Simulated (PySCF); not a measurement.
# CH4OSe: the cost of one run

Programs: PySCF 2.14.0, with routines of our own; each step states its level. All values are computed. Atoms count from 0.

## (1) The system as given

7 atoms, charge 0, multiplicity 1; geometry from: GFN2-xTB.

## (2) Magnetic properties: GIAO B97-2/aug-pcSseg-1

What the job is given:

```
{"job": {"kind": "mag", "xc": "B97-2", "basis": "aug-pcSseg-1", "isotopologues": 4}, "charge": 0, "multiplicity": 1}
C     -0.792641     0.104519    -0.070674
Se     1.017931     0.069714     0.702589
O      1.551628    -1.389656     0.350406
H     -1.170081     1.120694    -0.108588
H     -1.422614    -0.512907     0.568879
H     -0.734746    -0.340128    -1.062386
H      1.553857     0.952669    -0.407304
```

Method: GIAO B97-2/aug-pcSseg-1 magnetisability, rotational g tensor and spin-rotation constants, non-relativistic, gas phase.

The run is started by

```console
$ OMP_NUM_THREADS=1 python excited_run.py task.json out
```

This one command runs all jobs of the session in turn.

**Question.** How long does this first job take on 1 thread of Arm Neoverse V1, shared host, and how much memory does it need?

About 11 s, with a peak of 0.65 GiB.
